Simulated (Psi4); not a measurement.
# GaHF (SMILES [F][GaH]) at 6 levels

Aim: a comparison of 6 runs (UHF/STO-3G, HF/cc-pVDZ, UHF/cc-pV(T+d)Z, HF/pcSseg-2, UB3LYP/6-31G*, UTPSSh/6-311G**) of GaHF. 

The results are computed with Psi4 1.11.

1 further run of the same task is left out (it didn't finish).

**1. The system as given**

The species is GaHF (3 atoms), meant as a doublet with charge 0. SMILES: `[F][GaH]`. Geometry: relaxed at PBE0-D4/def2-TZVP.

Bond lengths: F1–Ga2 1.767 Å, Ga2–H3 1.610 Å. Angles: F1–Ga2–H3 114.1°.

**2. Energy and forces at UHF/STO-3G (run 1)**

The input, fgah.xyz:

```xyz
3
FGaH
F     -1.252000     0.451400    -0.644800
Ga     0.292400     0.469800     0.214100
H      0.948600    -0.985900     0.417400
```

The input, fgah.py:

```python
import psi4

psi4.set_memory(1600000000)
psi4.set_num_threads(1)
psi4.core.set_output_file('psi4.out', False)

with open('fgah.xyz') as f:
    atoms = ''.join(f.readlines()[2:])
m = psi4.geometry('0 2\n' + atoms + 'symmetry c1\nno_reorient\nno_com')

psi4.set_options({
    'basis': 'STO-3G',
    'reference': 'uhf',
    'puream': True,
    'e_convergence': 1e-09,
    'd_convergence': 1e-08,
    'scf_type': 'pk',
    'maxiter': 200,
})

e, wfn = psi4.gradient('scf', molecule=m, return_wfn=True)
print('gradient / Eh bohr^-1')
print(e.np.round(6))
print(f'energy = {wfn.energy():.10f} Eh')
for k, v in sorted(psi4.core.scalar_variables().items()):
    print(f'{k:45s} {v:18.10f}')
```

Command:

```
$ python fgah.py
```

psi4.out:

```text
[...]
  Running in c1 symmetry.
[...]
  Nuclear repulsion =   95.413137232115915
[...]
  Multiplicity = 2
[...]
  Nalpha       = 21
  Nbeta        = 20
[...]
    Number of basis functions: 24
[...]
   @UHF iter   1: -1999.08392900512945   -3.00545e+00   2.74988e-02 DIIS/ADIIS
[...]
   @UHF iter  77: -1999.43406205979318   -2.95586e-12   8.49115e-09 DIIS
[...]
   @S^2 Observed:                9.664918535E-01
[...]
  @UHF Final Energy: -1999.43406205979318
   => Energetics <=
    Nuclear Repulsion Energy =             95.4131372321159148
    One-Electron Energy =               -2995.7395784690811524
    Two-Electron Energy =                 900.8923791771721881
    Total Energy =                      -1999.4340620597931775
  UHF NO Occupations:
  HONO-2 :   19  A 1.9984125
  HONO-1 :   20  A 1.8878164
[...]
 Multipole Moments:
 ------------------------------------------------------------------------------------
     Multipole            Electronic (a.u.)      Nuclear  (a.u.)        Total (a.u.)
 ------------------------------------------------------------------------------------
 L = 1.  Multiply by 2.5417464519 to convert [e a0] to [Debye]
 Dipole X            :          2.6569674           -2.3716063            0.2853612
 Dipole Y            :        -33.2503798           33.3357137            0.0853339
 Dipole Z            :         -2.1968648            2.3646143            0.1677495
 Magnitude           :                                                    0.3418373
[...]
  -Total Gradient:
     Atom            X                  Y                   Z
    ------   -----------------  -----------------  -----------------
       1       -0.057539434054    -0.000058151195    -0.031930593149
       2        0.033933392188     0.050948770791     0.024454035312
       3        0.023606041937    -0.050890619641     0.007476557856
[...]
```

The script printed:

```text
gradient / Eh bohr^-1
[[-5.7539e-02 -5.8000e-05 -3.1931e-02]
 [ 3.3933e-02  5.0949e-02  2.4454e-02]
 [ 2.3606e-02 -5.0891e-02  7.4770e-03]]
energy = -1999.4340620598 Eh
CURRENT ENERGY                                  -1999.4340620598
CURRENT REFERENCE ENERGY                        -1999.4340620598
DD SOLVATION ENERGY                                 0.0000000000
HF KINETIC ENERGY                                1993.7527333554
HF POTENTIAL ENERGY                             -3993.1867954152
HF TOTAL ENERGY                                 -1999.4340620598
HF VIRIAL RATIO                                     2.0028495653
NUCLEAR REPULSION ENERGY                           95.4131372321
ONE-ELECTRON ENERGY                             -2995.7395784691
PCM POLARIZATION ENERGY                             0.0000000000
PE ENERGY                                           0.0000000000
SCF ITERATION ENERGY                            -1999.4340620598
SCF ITERATIONS                                     77.0000000000
SCF TOTAL ENERGY                                -1999.4340620598
TWO-ELECTRON ENERGY                               900.8923791772
```

Run time: 1.7 s. Hardware: 1 thread of INTEL XEON PLATINUM 8581C at 2.10GHz (Emerald Rapids), shared host; peak memory 0.24 GiB.

**3. The charge distribution at HF/cc-pVDZ (run 2)**

The input, fgah.py:

```python
import psi4

psi4.set_memory('1600 MB')
psi4.set_num_threads(1)
psi4.set_output_file('psi4.out', False)

geom = psi4.geometry("""
0 2
F
Ga 1 1.767263
H 2 1.609656 1 114.09323
symmetry c1
""")

psi4.set_options({
    'reference': 'cuhf',
    'scf_type': 'pk',
})

result, w = psi4.energy("scf/cc-pVDZ", molecule=geom, return_wfn=True)
psi4.oeprop(w, "MBIS_CHARGES", "QUADRUPOLE", "NO_OCCUPATIONS")
print(f'total energy {result:.8f} hartree = {result * 27.211386:.5f} eV')
```

Command:

```
$ python fgah.py
```

psi4.out:

```text
[...]
  Running in c1 symmetry.
[...]
  Nuclear repulsion =   95.413144264893646
[...]
  Multiplicity = 2
[...]
  Nalpha       = 21
  Nbeta        = 20
[...]
    Number of basis functions: 46
[...]
   @CUHF iter   1: -2022.80989784324402   -4.67435e+00   1.88415e-02 ADIIS/DIIS
[...]
   @CUHF iter   9: -2023.24357923525395   -6.07106e-08   4.00162e-07 DIIS
[...]
  @S^2 Observed:               0.75000
[...]
  @CUHF Final Energy: -2023.24357923525395
   => Energetics <=
    Nuclear Repulsion Energy =             95.4131442648936456
    One-Electron Energy =               -3014.3754884506151939
    Two-Electron Energy =                 895.7187649504676301
    Total Energy =                      -2023.2435792352539465
[...]
 Multipole Moments:
 ------------------------------------------------------------------------------------
     Multipole            Electronic (a.u.)      Nuclear  (a.u.)        Total (a.u.)
 ------------------------------------------------------------------------------------
 L = 1.  Multiply by 2.5417464519 to convert [e a0] to [Debye]
 Dipole X            :         -1.6793185            1.4866090           -0.1927094
 Dipole Y            :         -1.1551687            0.1407905           -1.0143783
 Dipole Z            :         -0.0000000            0.0000000           -0.0000000
 Magnitude           :                                                    1.0325213
 L = 2.  Multiply by 1.3450342976 to convert [e a0^2] to [Debye ang]
 Quadrupole XX       :        -24.8016360            7.5765326          -17.2251034
 Quadrupole XY       :          5.8354709           -5.3945246            0.4409463
[...]
```

Standard output:

```text
total energy -2023.24357924 hartree = -55055.26201 eV
```

It took 6.3 s on 1 thread of INTEL XEON PLATINUM 8581C at 2.10GHz (Emerald Rapids), shared host; peak memory 0.39 GiB.

Atomic charges (e):

| atom | MBIS |
| --- | --- |
| F1 | -0.553 |
| Ga2 | +0.824 |
| H3 | -0.271 |

Run 3 isn't shown in full; the table further down has it.

**4. The energy at HF/pcSseg-2 (density fitting) (run 4)**

The input, input.inp:

```
memory 1.6 GB

molecule m {
  0 2
  F     -1.252000     0.451400    -0.644800
  Ga     0.292400     0.469800     0.214100
  H      0.948600    -0.985900     0.417400
  units angstrom
  no_reorient
  no_com
}

set globals {
  basis     pcSseg-2
  reference cuhf
}

e, wfn = energy("hf", return_wfn=True)
```

Command:

```
$ psi4 -i input.inp -o input.out -n 1
```

input.out:

```text
[...]
  Running in c1 symmetry.
[...]
  Nuclear repulsion =   95.413137232115915
[...]
  Multiplicity = 2
[...]
  Nalpha       = 21
  Nbeta        = 20
[...]
    Number of basis functions: 113
[...]
   @DF-CUHF iter   1: -2021.65448972416311   -3.00012e+00   3.09402e-02 ADIIS/DIIS
[...]
   @DF-CUHF iter  10: -2023.33693521708187   -3.17702e-07   2.72519e-07 DIIS
[...]
  @S^2 Observed:               0.75000
[...]
  @DF-CUHF Final Energy: -2023.33693521708187
   => Energetics <=
    Nuclear Repulsion Energy =             95.4131372321159148
    One-Electron Energy =               -3016.1067936571043901
    Two-Electron Energy =                 897.3567212079065030
    Total Energy =                      -2023.3369352170821003
[...]
 Multipole Moments:
 ------------------------------------------------------------------------------------
     Multipole            Electronic (a.u.)      Nuclear  (a.u.)        Total (a.u.)
 ------------------------------------------------------------------------------------
 L = 1.  Multiply by 2.5417464519 to convert [e a0] to [Debye]
 Dipole X            :          3.2404242           -2.3716063            0.8688179
 Dipole Y            :        -33.1571635           33.3357137            0.1785502
 Dipole Z            :         -1.8628546            2.3646143            0.5017597
 Magnitude           :                                                    1.0190621
[...]
```

Wall time 2 s (1 thread of INTEL XEON PLATINUM 8581C at 2.10GHz (Emerald Rapids), shared host); peak memory 0.28 GiB.

Run 5 isn't shown in full; the table further down has it.

**5. Energy and forces at UTPSSh/6-311G(d,p) (run 6)**

fgah.xyz is that of step 2.

The input, fgah.py:

```python
import psi4

psi4.set_memory('1600 MB')
psi4.set_num_threads(1)
psi4.core.set_output_file('output.dat', False)

with open('fgah.xyz') as f:
    atoms = ''.join(f.readlines()[2:])
geom = psi4.geometry('0 2\n' + atoms + 'symmetry c1')

psi4.set_options({
    'basis': '6-311G**',
    'reference': 'uks',
    'puream': True,
    'e_convergence': 1e-09,
    'd_convergence': 1e-08,
    'scf_type': 'pk',
    'dft_radial_points': 99,
    'dft_spherical_points': 590,
    'maxiter': 200,
})

e_tot, wfn = psi4.gradient("tpssh", return_wfn=True)
psi4.oeprop(wfn, "MAYER_INDICES", "QUADRUPOLE", "MULLIKEN_CHARGES")
print('gradient / Eh bohr^-1')
print(e_tot.np.round(6))
print(f'energy = {wfn.energy():.10f} Eh')
```

Command:

```
$ python fgah.py
```

output.dat:

```text
[...]
  Running in c1 symmetry.
[...]
  Nuclear repulsion =   95.413137232115915
[...]
  Multiplicity = 2
[...]
  Nalpha       = 21
  Nbeta        = 20
[...]
    Number of basis functions: 68
[...]
   @UKS iter   1: -2023.14258256118887   -1.30282e+00   5.30822e-02 DIIS/ADIIS
[...]
   @UKS iter  14: -2025.25751194340341   -2.95586e-12   2.12257e-09 DIIS
[...]
   @S^2 Observed:                7.552959502E-01
[...]
  @UKS Final Energy: -2025.25751194340341
   => Energetics <=
    Nuclear Repulsion Energy =             95.4131372321159148
    One-Electron Energy =               -3014.1271176062291488
    Two-Electron Energy =                 970.9523832370942955
    DFT Exchange-Correlation Energy =     -77.4959148063844765
    Empirical Dispersion Energy =           0.0000000000000000
    VV10 Nonlocal Energy =                  0.0000000000000000
    Total Energy =                      -2025.2575119434036424
[...]
  -Total Gradient:
     Atom            X                  Y                   Z
    ------   -----------------  -----------------  -----------------
       1        0.006888877575     0.000064971228    -0.000000000000
       2       -0.006891424210    -0.000060316566     0.000000000001
       3        0.000014259479    -0.000016329347     0.000000000000
[...]
  Mulliken Charges: (a.u.)
   Center  Symbol    Alpha    Beta     Spin     Total
       1     F     4.76247  4.71090  0.05157 -0.47337
       2    GA    15.54741 14.88188  0.66553  0.57071
       3     H     0.69012  0.40722  0.28290 -0.09734
   Total alpha = 21.00000, Total beta = 20.00000, Total charge = -0.00000
  Mayer Bond Indices:
  Total Bond Index:
  Irrep: 1 Size: 3 x 3
[...]
```

On the terminal:

```text
gradient / Eh bohr^-1
[[ 6.889e-03  6.500e-05 -0.000e+00]
 [-6.891e-03 -6.000e-05  0.000e+00]
 [ 1.400e-05 -1.600e-05  0.000e+00]]
energy = -2025.2575119434 Eh
```

It took 16 s on 1 thread of INTEL XEON PLATINUM 8581C at 2.10GHz (Emerald Rapids), shared host; peak memory 0.88 GiB.

**6. All runs side by side**

| run | level | task | SCF convergence threshold | energy (Eh) | dipole moment (D) | HOMO energy (eV) | LUMO energy (eV) | wall time |
| --- | --- | --- | --- | --- | --- | --- | --- | --- |
| 1 | UHF/STO-3G | gradient | 1e-09 | -1999.434062 | 0.87 | -6.96 | 4.25 | 1.7 s |
| 2 | HF/cc-pVDZ | properties | – | -2023.243579 | 2.62 | -9.10 | 0.39 | 6.3 s |
| 3 | UHF/cc-pV(T+d)Z (sfX2C, density fitting) | energy | – | -2038.475383 | 2.50 | -9.33 | 0.37 | 4.2 s |
| 4 | HF/pcSseg-2 (density fitting) | energy | – | -2023.336935 | 2.59 | -9.14 | 0.30 | 2 s |
| 5 | UB3LYP/6-31G* (Cartesian functions) | energy | 1e-09 | -2025.063527 | 1.96 | -6.13 | -3.45 | 6.3 s |
| 6 | UTPSSh/6-311G** | gradient | 1e-09 | -2025.257512 | 2.11 | -5.94 | -3.59 | 16 s |

**7. What came out**

| quantity | value |
| --- | --- |
| run 6: total energy | -2025.25751 Eh |
| run 6: dipole moment | 2.11 D |
| run 6: HOMO energy (highest over α and β) | -5.94 eV |
| run 6: LUMO energy (lowest over α and β) | -3.59 eV |
| run 6: ⟨S²⟩ | 0.755 |
| run 6: largest force on an atom | 0.354 eV/Å |

What this shows: The dipole moment (its size) runs from 0.87 D (UHF/STO-3G) to 2.62 D (HF/cc-pVDZ). The two ends differ in method and basis. Totals of different functionals can't be ranked against each other. Some runs of one species differ in core potentials or relativity; totals across that change don't compare. In run 1 the basis is minimal, so the values are rough. Spin contamination of the reference: run 1 ⟨S²⟩ = 0.97. All runs together took 36 s, the longest 16 s.
